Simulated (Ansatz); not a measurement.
# C3H5BO: up Jacob's ladder to CCSD(T)

The task here is to estimate one member of a computed series from the others.

Computed with Ansatz 0.2.0, Gaussian basis. Level: functionals in def2-TZVPP, the program's frozen cores in correlated methods.

Plan: LDA (SPW92), PBE-D4, revPBE-D4, BLYP-D4, r2SCAN-D4, B97M-V, PBE0-D4, B3LYP-D4, r2SCANh-D4, r2SCAN0-D4, HSE06-D4, BHLYP-D4, CAM-B3LYP-D4, LC-ωPBE, ωB97X-V, ωB97M-V, B2PLYP, PBE-QIDH; CCSD(T)/def2-SVP; CCSD(T)/def2-TZVPP; MP2/def2-QZVPP; extrapolation to the limit; RPA on PBE.

## Structure used throughout

An earlier PBE0-D4 in a triple-zeta def2 set relaxation fixed the geometry.

SMILES `OC1BC=C1`, 10 atoms, charge 0, spin multiplicity 1.

Atoms are counted from 1 here; the program's logs count them from 0.

Bond lengths: O1–C2 1.400 Å, O1–H6 0.960 Å, C2–B3 1.597 Å, C2–C5 1.503 Å, C2–H7 1.090 Å, B3–C4 1.496 Å, B3–H8 1.192 Å, C4–C5 1.360 Å, C4–H9 1.079 Å, C5–H10 1.091 Å. Angles: C2–O1–H6 109.2°, O1–C2–B3 118.4°, O1–C2–C5 117.6°, O1–C2–H7 113.8°, B3–C2–C5 73.0°, B3–C2–H7 115.5°, C5–C2–H7 112.6°, C2–B3–C4 92.7°, C2–B3–H8 129.7°, C4–B3–H8 132.3°, B3–C4–C5 80.3°, B3–C4–H9 143.3°, C5–C4–H9 130.1°, C2–C5–C4 102.8°, C2–C5–H10 125.8°, C4–C5–H10 130.1°.

Set-up of the first run:

File in.yaml:

```yaml
crystal:
  periodic: [false, false, false]
  atoms:
    - {symbol: O, position_ang: [-0.856586, -0.859280, -1.460697]}
    - {symbol: C, position_ang: [-0.620616, -0.443499, -0.144716]}
    - {symbol: B, position_ang: [0.830546, -0.680134, 0.477878]}
    - {symbol: C, position_ang: [0.878169, 0.692294, 1.070961]}
    - {symbol: C, position_ang: [-0.002004, 0.911205, 0.057610]}
    - {symbol: H, position_ang: [-1.788531, -0.753069, -1.663106]}
    - {symbol: H, position_ang: [-1.456301, -0.627223, 0.530151]}
    - {symbol: H, position_ang: [1.686407, -1.441051, 0.148117]}
    - {symbol: H, position_ang: [1.514149, 1.384263, 1.600496]}
    - {symbol: H, position_ang: [-0.102233, 1.765396, -0.613792]}
basis:
  gaussian: {orbitals: def2-TZVPP}
hamiltonian: {xc: lda}
output: {orbitals: {seedname: orbitals}}
```

Started as:

```sh
ansatz run in.yaml --threads 2 --pin off --events-out ev --progress --plain --max-ram 4352MiB
```

Among the steps run: LDA; PBE-D4 (GGA); revPBE-D4 (GGA); BLYP-D4 (GGA); r2SCAN-D4 (meta-GGA); B97M-V (meta-GGA); PBE0-D4 (hybrid); B3LYP-D4 (hybrid); r2SCANh-D4 (hybrid); r2SCAN0-D4 (hybrid); HSE06-D4 (hybrid); BHLYP-D4 (hybrid); CAM-B3LYP-D4 (range-separated); LC-ωPBE (range-separated); ωB97X-V (range-separated); ωB97M-V (range-separated); B2PLYP (double hybrid); PBE-QIDH (double hybrid).

One of the session's tables, all rows but one given; the rest of the session is left out.

It belongs to the step «Orbital energies across the functionals». 

| functional | HOMO (eV) | gap (eV) |
| --- | --- | --- |
| LDA (SPW92) | -6.18 | 4.42 |
| PBE-D4 | -6.02 | 4.49 |
| revPBE-D4 | -5.96 | 4.52 |
| BLYP-D4 | -5.91 | 4.52 |
| r2SCAN-D4 | ? | ? |
| B97M-V | -6.37 | 5.15 |
| PBE0-D4 | -7.38 | 6.91 |
| B3LYP-D4 | -7.17 | 6.44 |
| r2SCANh-D4 | -6.79 | 5.90 |
| r2SCAN0-D4 | -7.55 | 7.22 |
| HSE06-D4 | -6.98 | 6.12 |
| BHLYP-D4 | -8.59 | 9.21 |
| CAM-B3LYP-D4 | -8.77 | 9.43 |
| LC-ωPBE | -10.11 | 11.95 |
| ωB97X-V | -9.75 | 11.52 |
| ωB97M-V | -9.66 | 11.25 |

Q: Estimate the row for r2SCAN-D4 from the others.

Worked estimate for «HOMO (eV)». Against the share of exact exchange, r2SCANh-D4 (0.1, -6.79), r2SCAN0-D4 (0.25, -7.55) give a slope of -5.07 per unit share; at 0 the line stands at -6.28.

The run gave: HOMO (eV): -6.27; gap (eV): 5.01. In «HOMO (eV)» the line misses by -0.01.
